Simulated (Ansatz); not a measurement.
# C2H6GeOS: one species, many methods

The task here is to estimate one member of a computed series from the others.

Program: Ansatz 0.2.0, Gaussian basis. Level of theory: functionals in def2-TZVPP, the program's frozen cores in correlated methods. These are calculated values, not measurements.

Plan: LDA (SPW92), PBE-D4, revPBE-D4, BLYP-D4, r2SCAN-D4, B97M-V, PBE0-D4, B3LYP-D4, r2SCANh-D4, r2SCAN0-D4, HSE06-D4, BHLYP-D4, CAM-B3LYP-D4, LC-ωPBE, ωB97X-V, ωB97M-V, B2PLYP, PBE-QIDH; CCSD(T)/def2-SVP; CCSD(T)/def2-TZVPP; MP2/def2-QZVPP; extrapolation to the limit; RPA on PBE.

### The geometry

An earlier PBE0-D4 in a triple-zeta def2 set relaxation fixed the geometry.

11 atoms, charge 0, spin multiplicity 1.

Atoms are counted from 1 here; the program's logs count them from 0.

Bond lengths: O1–C2 1.347 Å, O1–H6 0.968 Å, C2–S3 1.757 Å, C2–C4 1.338 Å, S3–H7 1.342 Å, C4–Ge5 1.922 Å, C4–H8 1.084 Å, Ge5–H9 1.538 Å, Ge5–H10 1.550 Å, Ge5–H11 1.537 Å. Angles: C2–O1–H6 108.6°, O1–C2–S3 111.9°, O1–C2–C4 126.5°, S3–C2–C4 121.5°, C2–S3–H7 95.3°, C2–C4–Ge5 124.6°, C2–C4–H8 117.1°, Ge5–C4–H8 118.4°, C4–Ge5–H9 112.0°, C4–Ge5–H10 108.7°, C4–Ge5–H11 111.5°, H9–Ge5–H10 107.8°, H9–Ge5–H11 108.9°, H10–Ge5–H11 107.8°.

Coordinates:

```xyz
11
charge 0, multiplicity 1
O     0.1670    1.7079   -0.2100
C     0.2054    0.5635   -0.9202
S     0.4719    0.8613   -2.6313
C     0.0315   -0.6751   -0.4438
Ge   -0.3875   -1.0906    1.3850
H     0.0390    1.4881    0.7236
H     0.9135    2.1186   -2.4705
H     0.1300   -1.4926   -1.1481
H    -1.7732   -1.7423    1.5256
H    -0.3980    0.2255    2.2029
H     0.6657   -2.0214    2.0073
```

Set-up of the first run:

File in.yaml:

```yaml
crystal:
  periodic: [false, false, false]
  atoms:
    - {symbol: O, position_ang: [0.166998, 1.707947, -0.209973]}
    - {symbol: C, position_ang: [0.205361, 0.563518, -0.920168]}
    - {symbol: S, position_ang: [0.471887, 0.861314, -2.631268]}
    - {symbol: C, position_ang: [0.031503, -0.675078, -0.443827]}
    - {symbol: Ge, position_ang: [-0.387490, -1.090646, 1.384980]}
    - {symbol: H, position_ang: [0.038962, 1.488105, 0.723622]}
    - {symbol: H, position_ang: [0.913505, 2.118564, -2.470529]}
    - {symbol: H, position_ang: [0.130016, -1.492624, -1.148096]}
    - {symbol: H, position_ang: [-1.773156, -1.742260, 1.525630]}
    - {symbol: H, position_ang: [-0.397966, 0.225547, 2.202950]}
    - {symbol: H, position_ang: [0.665683, -2.021386, 2.007279]}
basis:
  gaussian: {orbitals: def2-TZVPP}
hamiltonian: {xc: lda}
output: {orbitals: {seedname: orbitals}}
```

Among the steps run: LDA; PBE-D4 (GGA); revPBE-D4 (GGA); BLYP-D4 (GGA); r2SCAN-D4 (meta-GGA); B97M-V (meta-GGA); PBE0-D4 (hybrid); B3LYP-D4 (hybrid); r2SCANh-D4 (hybrid); r2SCAN0-D4 (hybrid); HSE06-D4 (hybrid); BHLYP-D4 (hybrid); CAM-B3LYP-D4 (range-separated); LC-ωPBE (range-separated); ωB97X-V (range-separated); ωB97M-V (range-separated); B2PLYP (double hybrid); PBE-QIDH (double hybrid).

One of the session's tables, all rows but one given; the rest of the session is left out.

It belongs to the step «Frontier levels by functional». 

| functional | HOMO (eV) | gap (eV) |
| --- | --- | --- |
| LDA (SPW92) | -5.54 | 4.37 |
| PBE-D4 | -5.39 | 4.42 |
| revPBE-D4 | -5.34 | 4.45 |
| BLYP-D4 | -5.24 | 4.40 |
| r2SCAN-D4 | -5.61 | 4.84 |
| B97M-V | -5.68 | 4.93 |
| PBE0-D4 | -6.51 | 6.47 |
| B3LYP-D4 | -6.29 | 6.03 |
| r2SCANh-D4 | -6.03 | 5.60 |
| r2SCAN0-D4 | -6.66 | 6.73 |
| HSE06-D4 | -6.12 | 5.69 |
| BHLYP-D4 | -7.48 | 8.49 |
| CAM-B3LYP-D4 | -7.77 | 8.84 |
| LC-ωPBE | -9.11 | 11.28 |
| ωB97X-V | ? | ? |
| ωB97M-V | -8.63 | 10.62 |

Q: Estimate the row for ωB97X-V from the others.

The run gave: HOMO (eV): -8.75; gap (eV): 10.86. In the column «HOMO (eV)» it lies between LC-ωPBE (-9.11) and ωB97M-V (-8.63).
